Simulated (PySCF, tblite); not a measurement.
# C6H11P: geometry, infrared bands and NMR shifts

Wanted: the infrared bands and NMR shifts of C6H11P (`C=C[C@@H]1CCCP1`), by calculation.

Computed with tblite 0.8.0 and PySCF 2.14.0, with density-fitted response routines of our own, on a single molecule in the gas phase. Atoms are numbered from 0 throughout.

### 1 The molecule as given

18 atoms, charge 0, multiplicity 1; geometry from: force field or distance geometry start.

Bonds of the start (Å): C0–C1 1.34, C1–C2 1.49, C2–C3 1.54, C3–C4 1.53, C4–C5 1.53, C5–P6 1.87, P6–C2 1.88, C0–H7 1.09, C0–H8 1.08, C1–H9 1.10, C2–H10 1.09, C3–H11 1.08, C3–H12 1.10, C4–H13 1.10, C4–H14 1.09, C5–H15 1.08, C5–H16 1.09, P6–H17 1.41.

### 2 Geometry optimisation with GFN2-xTB

Job settings and geometry (Å):

```
{"job": {"kind": "relax", "xc": "GFN2-xTB", "basis": "xTB"}, "charge": 0, "multiplicity": 1}
C      2.682900     0.474100    -0.264600
C      1.693600     0.492600     0.646400
C      0.373100    -0.187300     0.561400
C     -0.036700    -0.880100    -0.749900
C     -1.559800    -0.968600    -0.697100
C     -2.079600     0.442500    -0.423400
P     -0.813500     1.258700     0.690700
H      3.621200     0.989900    -0.067500
H      2.578600    -0.031400    -1.216900
H      1.906600     0.998500     1.601100
H      0.213100    -0.855500     1.410800
H      0.274000    -0.332700    -1.631400
H      0.406800    -1.884000    -0.792200
H     -1.961400    -1.352900    -1.647700
H     -1.879400    -1.642900     0.094600
H     -2.152000     1.023700    -1.334500
H     -3.059300     0.417100     0.055100
H     -0.216900     2.044600    -0.313300
```

Launch:

```bash
> OMP_NUM_THREADS=1 python probes_run.py task.json out
```

The driver reads the jobs from task.json and runs them one after another.

**Question.** This job is followed by: GFN2-xTB harmonic vibrations, gas phase; GIAO PBE0/pcSseg-1 NMR shielding, non-relativistic, gas phase. What will the session give for the following? strongest single infrared mode (GFN2-xTB); zero-point energy (GFN2-xTB); ¹³C shifts against TMS (PBE0/pcSseg-1); ¹H shifts against TMS (PBE0/pcSseg-1); ³¹P shifts against H3PO4 (PBE0/pcSseg-1); surface potential, 1st and 99th percentile.

As calculated:

| quantity | value |
| --- | --- |
| strongest single infrared mode (GFN2-xTB) | 2222 cm⁻¹, 190 km/mol |
| zero-point energy (GFN2-xTB) | 95.3 kcal/mol |
| ¹³C shifts against TMS (PBE0/pcSseg-1) | 146.8, 115.7, 50.4, 37.6, 31.8, 21.7 ppm |
| ¹H shifts against TMS (PBE0/pcSseg-1) | 6.63, 5.33, 5.24, 2.69, 2.49, 2.30, 2.08, 2.03, 1.88, 1.56, 1.51 ppm |
| ³¹P shifts against H3PO4 (PBE0/pcSseg-1) | -62.1 ppm |
| surface potential, 1st and 99th percentile | -1.12 V and 0.70 V |

**Reading.** Relaxing lowered the energy by 0.143 eV in 65 steps; the close pair that moved most is C0–C1, from 1.345 to 1.321 Å. All 48 modes are real, so the xTB geometry is a minimum. The strongest single mode, at 2222 cm⁻¹, moves mainly H17. GFN2-xTB is a fitted tight-binding method: band positions and strengths are rough. Its intensities can rank the bands wrongly. The most deshielded carbon is C1 (alkene CH), at 146.8 ppm: the olefinic region. The most deshielded hydrogen is H9 (hydrogen on an alkene CH), at 6.63 ppm: attached to an sp2 carbon and in the plane of the double bond. At PBE0/pcSseg-1: The largest span, 243 ppm, is at C1, where the paramagnetic term is -214 ppm.
